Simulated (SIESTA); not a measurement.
# GaGe: band structure with PBE

The system is GaGe.

```
Ge Ga
1.0
     0.00000    2.89784    2.89784
     2.89784    0.00000    2.89784
     2.89784    2.89784    0.00000
Ge Ga
1 1
Cartesian
  0.0000 0.0000 0.0000
  1.4489 1.4489 1.4489
```

The cell comes from a database or a generator and needn't be the stable form of this composition.

- Program: SIESTA 5.4.2
- Task: band structure
- Functional: PBE
- Potentials or basis: PseudoDojo 0.4 standard (PBE files)
- Basis: DZ (energy shift 0.003 Ry; two zetas on semicore shells)
- Grid cutoff: 800 Ry
- Energy shift: 0.003 Ry
- k mesh: 8 × 8 × 8
- Occupations: fermi-dirac, width 0.05 eV
- Spin: no spin polarisation

The pressure is 0.3 GPa. The band gap on the k mesh is none (metal or under the smearing width).

Levels at the corners of the path, in eV from the Fermi level:
| point | band 11 | band 12 | band 13 | band 14 | band 15 | band 16 | band 17 | band 18 |
| --- | --- | --- | --- | --- | --- | --- | --- | --- |
| Γ | -10.53 | 1.74 | 1.74 | 1.74 | 2.26 | 4.56 | 4.56 | 4.56 |
| X | -7.54 | -5.84 | -1.27 | -1.27 | 2.69 | 3.13 | 11.29 | 11.29 |
| W | -7.45 | -5.67 | -2.18 | -2.06 | 6.39 | 6.84 | 6.90 | 6.92 |
| K | -7.61 | -5.61 | -2.55 | -0.83 | 3.28 | 6.33 | 9.11 | 9.53 |
| Γ | -10.53 | 1.74 | 1.74 | 1.74 | 2.26 | 4.56 | 4.56 | 4.56 |
| L | -8.58 | -5.41 | 0.39 | 0.39 | 2.22 | 6.26 | 6.26 | 11.12 |
| U | -7.61 | -5.61 | -2.55 | -0.83 | 3.28 | 6.33 | 9.11 | 9.53 |
| W | -7.45 | -5.67 | -2.18 | -2.06 | 6.39 | 6.84 | 6.90 | 6.92 |
| L | -8.58 | -5.41 | 0.39 | 0.39 | 2.22 | 6.26 | 6.26 | 11.12 |
| K | -7.61 | -5.61 | -2.55 | -0.83 | 3.28 | 6.33 | 9.11 | 9.53 |
| U | -7.61 | -5.61 | -2.55 | -0.83 | 3.28 | 6.33 | 9.11 | 9.53 |
| X | -7.54 | -5.84 | -1.27 | -1.27 | 2.69 | 3.13 | 11.29 | 11.29 |

It took 36 s on 1 thread of Intel(R) Xeon(R) Platinum 8375C CPU @ 2.90GHz (Ice Lake), on a shared host, peak memory 0.31 GiB.

Caveat: the basis has no polarisation orbitals; the basis of atomic orbitals isn't converged, which shifts pressures, moduli and gaps.
